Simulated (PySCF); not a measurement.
# B3N2H9: electronic excitations and core binding energies

Aim: predict the electronic excitations and core binding energies of B3N2H9 (`B[NH+]1[BH2-][NH2+][BH2-]1`).

Programs: PySCF 2.14.0, with density-fitted response routines of our own. Each step states its level of theory. These are calculated values for one molecule in the gas phase, unless marked as measured. Atoms are numbered from 0 throughout.

**1. Starting geometry**

14 atoms, charge 0, multiplicity 1; geometry from: GFN2-xTB.

Bonds of the start (Å): B0–N1 1.43, N1–B2 1.63, B2–N3 1.58, N3–B4 1.58, B4–N1 1.63, B0–H5 1.17, B0–H6 1.17, N1–H7 1.01, B2–H8 1.18, B2–H9 1.19, N3–H10 1.01, N3–H11 1.01, B4–H12 1.18, B4–H13 1.19.

**2. TDDFT and polarisability: CAM-B3LYP/def2-SVPD**

Job settings and geometry (Å):

```
{"job": {"kind": "uv", "xc": "CAM-B3LYP", "basis": "def2-SVPD", "nstates": 8, "ntriplets": 3}, "charge": 0, "multiplicity": 1}
B      1.735201    -0.927692    -0.039012
N      0.546713    -0.320156    -0.542027
B      0.124488     1.166953    -0.038533
N     -1.329630     0.730034     0.392033
B     -0.899541    -0.751695     0.060710
H      2.526347    -1.385704    -0.775712
H      1.904253    -0.959747     1.116260
H      0.492091    -0.343307    -1.551346
H      0.771099     1.518967     0.887703
H      0.121455     1.918130    -0.958915
H     -2.079649     1.098132    -0.178500
H     -1.556491     0.900466     1.362215
H     -0.793518    -1.407798     1.039578
H     -1.563495    -1.237057    -0.796621
```

Level: TDDFT CAM-B3LYP/def2-SVPD, vertical, gas phase, core orbitals frozen in the response.

Started as:

```bash
> OMP_NUM_THREADS=1 python probes_run.py task.json out
```

One launch serves the whole session: the jobs run in the order shown.

Standard output:

```text
coarse grid: 10968 points
cycle   1  E = -189.2558407825  dE =  5.407e-01  |g| = 3.289e-01  |ddm| = 8.865e+00
cycle   2  E = -189.2766668977  dE = -2.083e-02  |g| = 2.473e-01  |ddm| = 1.649e+00
cycle   3  E = -189.2891674615  dE = -1.250e-02  |g| = 6.485e-02  |ddm| = 4.993e-01
cycle   4  E = -189.2901187832  dE = -9.513e-04  |g| = 1.379e-02  |ddm| = 1.885e-01
cycle   5  E = -189.2901637786  dE = -4.500e-05  |g| = 4.148e-03  |ddm| = 5.075e-02
cycle   6  E = -189.2901679485  dE = -4.170e-06  |g| = 1.307e-03  |ddm| = 1.214e-02
final grid: 103960 points
cycle   7  E = -189.3160566929  dE = -3.669e-05  |g| = 5.447e-03  |ddm| = 1.168e-01
cycle   8  E = -189.3160553646  dE =  1.328e-06  |g| = 6.145e-03  |ddm| = 1.864e-02
cycle   9  E = -189.3160630469  dE = -7.682e-06  |g| = 1.197e-04  |ddm| = 6.820e-03
cycle  10  E = -189.3160630524  dE = -5.429e-09  |g| = 8.434e-05  |ddm| = 9.183e-04
cycle  11  E = -189.3160630538  dE = -1.474e-09  |g| = 2.007e-05  |ddm| = 1.663e-04
cycle  12  E = -189.3160630540  dE = -1.194e-10  |g| = 4.905e-06  |ddm| = 5.750e-05
converged SCF energy = -189.3160630540

Static polarisability (au): isotropic 58.987, principal 55.261 56.877 64.824

Singlet excitations
state   eV       nm        f      main configurations
  1   6.3319    195.8   0.00029   H-3->L 0.90
  2   6.7165    184.6   0.05105   H->L 0.93
  3   6.7668    183.2   0.00124   H-1->L 0.92
  4   7.3975    167.6   0.04297   H-2->L 0.92
  5   7.5931    163.3   0.00030   H->L+1 0.94
  6   7.7174    160.7   0.02627   H-1->L+1 0.91
  7   8.0531    154.0   0.00206   H->L+2 0.64, H->L+3 0.19, H-2->L+1 0.10
  8   8.2308    150.6   0.00311   H-2->L+1 0.71, H->L+2 0.11

Triplet excitations (Tamm-Dancoff, eV): 5.6623 6.2086 6.6313
```

Run time: 45 s. Hardware: 1 thread of Arm Neoverse N1, shared host; peak memory 0.75 GiB.

The orbitals next to the gap, with their largest atomic shares:

| orbital | eV | atoms |
| --- | --- | --- |
| HOMO−3 | -10.75 | B0 35 %, H5 20 %, H6 17 % |
| HOMO−2 | -10.43 | B2 23 %, B4 22 %, H8 13 % |
| HOMO−1 | -9.90 | B4 18 %, B2 18 %, H12 10 % |
| HOMO | -9.79 | N3 19 %, N1 19 %, B4 15 % |
| LUMO | -0.01 | B0 47 %, N1 12 %, H5 12 % |
| LUMO+1 | 0.79 | B2 25 %, B4 25 %, H10 16 % |
| LUMO+2 | 1.31 | B0 44 %, H7 12 %, H5 7 % |

With each of the 8 states as a Gaussian band of 0.4 eV half-width at 1/e, the curve within the window shown has maxima at 183 nm (ε 2,200), 165 nm (ε 2,500) L/(mol cm). Beyond the last state computed it falls off for lack of states. The curve at chosen wavelengths:

(nm, ε (L/mol/cm)): (145, 109), (148, 248), (151, 493), (153, 742), (156, 1249), (159, 1830), (162, 2301), (165, 2496), (167, 2451), (170, 2218), (173, 1995), (176, 1956), (179, 2089), (181, 2191), (184, 2226), (187, 2036), (190, 1656), (193, 1200), (195, 912), (198, 555), (201, 309), (204, 159), (207, 76), (209, 45), (212, 20), (215, 8)

Leading natural transition orbitals of singlet state 2: the hole lies on N1 23 %; N3 15 %; 4 H atoms about 10 % each; the particle on B0 45 %; H5 17 %; H6 13 %.

Leading natural transition orbitals of singlet state 1: the hole lies on H5, H6 about 33 % each; B0 16 %; N1 6 %; the particle on B0 52 %; H5 17 %; H6 13 %.

Further results of this job:

| property | computed |
| --- | --- |
| dipole moment (D) | 1.66 |
| polarisability (Å³) | 8.74 |
| HOMO–LUMO gap (eV) | 9.79 |
| −ε(HOMO) (eV) | 9.79 |

The fields below are evaluated on a grid from the run's orbitals.

Frontier orbitals at CAM-B3LYP/def2-SVPD, with the share of their density that lies nearest to each atom:

| orbital | energy (eV) | lies on |
| --- | --- | --- |
| HOMO | -9.79 | N1, N3 about 18 % each; H9, H13 about 14 % each; B2, B4 about 7 % each |
| LUMO | -0.01 | B0 42 %; H5 20 %; H6 14 % |

ELF in a plane through or near 4 of the atoms.

Ten even steps from '0' (0.00) to '9' (0.96):
```
0000000000000000000000000000
0000000000000000000000000000
0000000000000000000000000000
0000000000000000000000000000
0000000000002443100000000000
0000000000004776310000000000
0000000000004764210000000000
0000133200112422243210000000
0000488610455411896521000000
0002799812487634845752000000
0001799812476634845752000000
0000488610455411896521000000
0000133200112313243210000000
0000000000004764210000000000
0000000000004776310000000000
0000000000002443100000000000
0000000000000000000000000000
0000000000000000000000000000
0000000000000000000000000000
0000000000000000000000000000
```
The map spans 11.1 Å across and 8.8 Å up, centred on the molecule. Atoms in the plane (x, y in Å): B0 (-2.0, 0.0), B2 (0.4, 1.1), N3 (1.6, 0.0), B4 (0.4, -1.1).

log10 of the density (e/Å³) in the same plane.

Values, 10 rows by 14 columns:
```
-4.0 -4.0 -4.0 -4.0 -4.0 -4.0 -4.0 -3.8 -3.9 -4.0 -4.0 -4.0 -4.0 -4.0
-4.0 -4.0 -4.0 -4.0 -4.0 -3.6 -2.9 -2.6 -2.7 -3.3 -4.0 -4.0 -4.0 -4.0
-4.0 -4.0 -4.0 -3.5 -3.3 -2.6 -1.6 -1.1 -1.4 -2.3 -3.2 -4.0 -4.0 -4.0
-4.0 -3.6 -2.8 -2.2 -2.0 -1.7 -0.8 -0.1 -0.5 -1.5 -2.2 -3.2 -4.0 -4.0
-4.0 -2.9 -1.9 -0.9 -0.7 -0.6 -0.3 -0.2  0.0 -0.2 -1.0 -2.4 -3.8 -4.0
-4.0 -2.7 -1.7 -0.4  0.2 -0.1  0.0 -0.3  0.3  0.4 -0.6 -2.1 -3.7 -4.0
-4.0 -3.2 -2.4 -1.5 -1.3 -1.1 -0.6  0.2 -0.3 -0.9 -1.6 -2.7 -4.0 -4.0
-4.0 -4.0 -3.4 -2.9 -2.7 -2.3 -1.1 -0.5 -0.9 -1.9 -2.7 -3.8 -4.0 -4.0
-4.0 -4.0 -4.0 -4.0 -4.0 -3.2 -2.4 -2.0 -2.2 -2.8 -3.6 -4.0 -4.0 -4.0
-4.0 -3.9 -4.0 -4.0 -4.0 -3.9 -3.4 -3.2 -3.3 -3.8 -4.0 -4.0 -4.0 -4.0
```
The map spans 11.1 Å across and 8.8 Å up, centred on the molecule. Atoms in the plane (x, y in Å): B0 (-2.0, 0.0), B2 (0.4, 1.1), N3 (1.6, 0.0), B4 (0.4, -1.1).

On the surface of density 0.002 e/bohr³ the electrostatic potential runs, from the 1st to the 99th percentile, from -0.80 to 2.02 V.

**3. Core holes by ΔSCF: SCAN, X2C**

Same as in step 2 but for these lines:

```diff
@@ -1,2 +1,2 @@
-{"job": {"kind": "uv", "xc": "CAM-B3LYP", "basis": "def2-SVPD", "nstates": 8, "ntriplets": 3}, "charge": 0, "multiplicity": 1}
+{"job": {"kind": "xps"}, "charge": 0, "multiplicity": 1}
 B      1.735201    -0.927692    -0.039012
```

Level: delta-SCF UKS SCAN, pcX-2 on the ionised atom, pcseg-1 elsewhere, spin-free X2C.

Standard output:

```text
ground state, core basis on atom 0 (B), 146 functions
  cycle   1  E = -189.44622228  |g| = 4.24e-01
  cycle   2  E = -189.42588930  |g| = 5.44e-01
  cycle   3  E = -189.49645700  |g| = 9.51e-02
  cycle   4  E = -189.49866690  |g| = 2.26e-02
  cycle   5  E = -189.49878188  |g| = 7.56e-03
  cycle   6  E = -189.49879203  |g| = 3.51e-03
  cycle   7  E = -189.49879453  |g| = 3.75e-04
  E(ground) = -189.50949089 Eh
hole in B 1s of atom 0
  cycle   1  E = -181.87848998  |g| = 1.15e+00
  cycle   2  E = -180.28003726  |g| = 1.84e+00
  cycle   3  E = -182.10812257  |g| = 5.18e-01
  cycle   4  E = -182.26508372  |g| = 2.21e-01
  cycle   5  E = -182.28424865  |g| = 9.49e-02
  cycle   6  E = -182.28937976  |g| = 3.15e-02
  cycle   7  E = -182.29013369  |g| = 1.84e-02
  cycle   8  E = -182.29045916  |g| = 2.12e-02
  cycle   9  E = -182.29085673  |g| = 1.38e-02
  cycle  10  E = -182.29112968  |g| = 4.92e-03
  cycle  11  E = -182.29114353  |g| = 1.19e-03
  cycle  12  E = -182.29114534  |g| = 5.96e-04
  cycle  13  E = -182.29114621  |g| = 1.87e-04
  E(ion) = -182.30263917 Eh   <S^2> = 1.0074   hole on atom = 1.000   binding energy = 196.108 eV
ground state, core basis on atom 1 (N), 146 functions
  cycle   1  E = -189.51871183  |g| = 7.20e-02
  cycle   2  E = -189.51871432  |g| = 8.79e-03
  cycle   3  E = -189.51870267  |g| = 1.11e-02
  cycle   4  E = -189.51873452  |g| = 1.66e-03
  cycle   5  E = -189.51873478  |g| = 2.83e-04
  E(ground) = -189.52615206 Eh
hole in N 1s of atom 1
  cycle   1  E = -173.91484375  |g| = 1.87e+00
  cycle   2  E = -173.22259537  |g| = 2.11e+00
  cycle   3  E = -174.56404719  |g| = 3.96e-01
  cycle   4  E = -174.61301009  |g| = 1.11e-01
  cycle   5  E = -174.61701705  |g| = 5.45e-02
  cycle   6  E = -174.61825562  |g| = 9.10e-03
  cycle   7  E = -174.61829016  |g| = 3.47e-03
  cycle   8  E = -174.61829624  |g| = 9.00e-04
  cycle   9  E = -174.61829688  |g| = 2.44e-04
  E(ion) = -174.62507518 Eh   <S^2> = 0.7650   hole on atom = 1.000   binding energy = 405.479 eV
ground state, core basis on atom 2 (B), 146 functions
  cycle   1  E = -189.49884227  |g| = 5.18e-02
  cycle   2  E = -189.49878642  |g| = 3.13e-02
  cycle   3  E = -189.49896709  |g| = 1.56e-02
  cycle   4  E = -189.49902226  |g| = 4.00e-03
  cycle   5  E = -189.49902586  |g| = 5.68e-04
  cycle   6  E = -189.49902615  |g| = 1.08e-04
  E(ground) = -189.51030312 Eh
hole in B 1s of atom 2
  cycle   1  E = -181.90789541  |g| = 1.18e+00
  cycle   2  E = -181.31058928  |g| = 1.51e+00
  cycle   3  E = -182.27987399  |g| = 2.82e-01
  cycle   4  E = -182.31071782  |g| = 1.45e-01
  cycle   5  E = -182.31942449  |g| = 3.72e-02
  cycle   6  E = -182.31998043  |g| = 9.29e-03
  cycle   7  E = -182.32001036  |g| = 6.23e-03
  cycle   8  E = -182.32002881  |g| = 2.41e-03
  cycle   9  E = -182.32003189  |g| = 1.02e-03
  cycle  10  E = -182.32003258  |g| = 4.25e-04
  E(ion) = -182.33210608 Eh   <S^2> = 0.7706   hole on atom = 1.000   binding energy = 195.329 eV
ground state, core basis on atom 3 (N), 146 functions
  cycle   1  E = -189.51790567  |g| = 7.20e-02
  cycle   2  E = -189.51791029  |g| = 7.83e-03
  cycle   3  E = -189.51789415  |g| = 1.15e-02
  cycle   4  E = -189.51792361  |g| = 1.05e-03
  cycle   5  E = -189.51792325  |g| = 1.58e-04
  E(ground) = -189.52582946 Eh
hole in N 1s of atom 3
  cycle   1  E = -173.90262901  |g| = 1.86e+00
  cycle   2  E = -173.33863070  |g| = 2.02e+00
  cycle   3  E = -174.54662111  |g| = 3.66e-01
  cycle   4  E = -174.58513536  |g| = 1.12e-01
  cycle   5  E = -174.58975388  |g| = 5.18e-02
  cycle   6  E = -174.59087479  |g| = 1.14e-02
  cycle   7  E = -174.59093072  |g| = 3.82e-03
  cycle   8  E = -174.59093957  |g| = 9.03e-04
  cycle   9  E = -174.59093948  |g| = 2.39e-04
  E(ion) = -174.59826832 Eh   <S^2> = 0.7645   hole on atom = 1.000   binding energy = 406.200 eV
```

It took 72 s on 1 thread of Arm Neoverse N1, shared host; peak memory 0.6 GiB.

Binding energies by hole, beside the orbital energy of the ground state; the difference holds orbital relaxation and, for a density functional, its self-interaction error:

| hole | stands for | environment | ΔSCF (eV) | −ε (eV) | ⟨S²⟩ |
| --- | --- | --- | --- | --- | --- |
| B1s on B0 | B0 | boron bonded to N, 2 H | 196.11 (doubtful) | 180.5 | 1.007 |
| N1s on N1 | N1 | donor nitrogen of a Lewis adduct | 405.48 | 386.5 | 0.765 |
| B1s on B2 | B2, B4 | boron bonded to 2 N, 2 H, in a 4-membered ring | 195.33 | 179.6 | 0.771 |
| N1s on N3 | N3 | donor nitrogen of a Lewis adduct | 406.20 | 386.8 | 0.764 |

Each hole run stands for the others of its class of like atoms.

Doubtful: the ion did not converge, its hole moved, or its ⟨S²⟩ is well above 0.75.

**4. What came out**

| quantity | value |
| --- | --- |
| lowest singlet (CAM-B3LYP/def2-SVPD) | 6.33 eV (196 nm), f = 0.000 |
| brightest single state of those computed | state 2, 6.72 eV, f = 0.051 |
| lowest triplet | 5.66 eV |
| surface potential, 1st and 99th percentile | -0.80 V and 2.02 V |
| N1s binding energies, SCAN/pcX-2 | N3 406.20, N1 405.48 eV |
| B1s binding energies, SCAN/pcX-2 (standing for 2 of 3 atoms) | B2 195.33 eV |

In words: The lowest singlet, at 6.33 eV, is HOMO−3→LUMO 0.90 and is dark; of the 8 states computed, the strongest absorption comes from state 2 at 6.72 eV. The lowest triplet lies 0.67 eV below the lowest singlet (triplets in Tamm-Dancoff, singlets in full TDDFT). N3 (donor nitrogen of a Lewis adduct) binds its N1s electron 0.72 eV more tightly than N1 (donor nitrogen of a Lewis adduct).
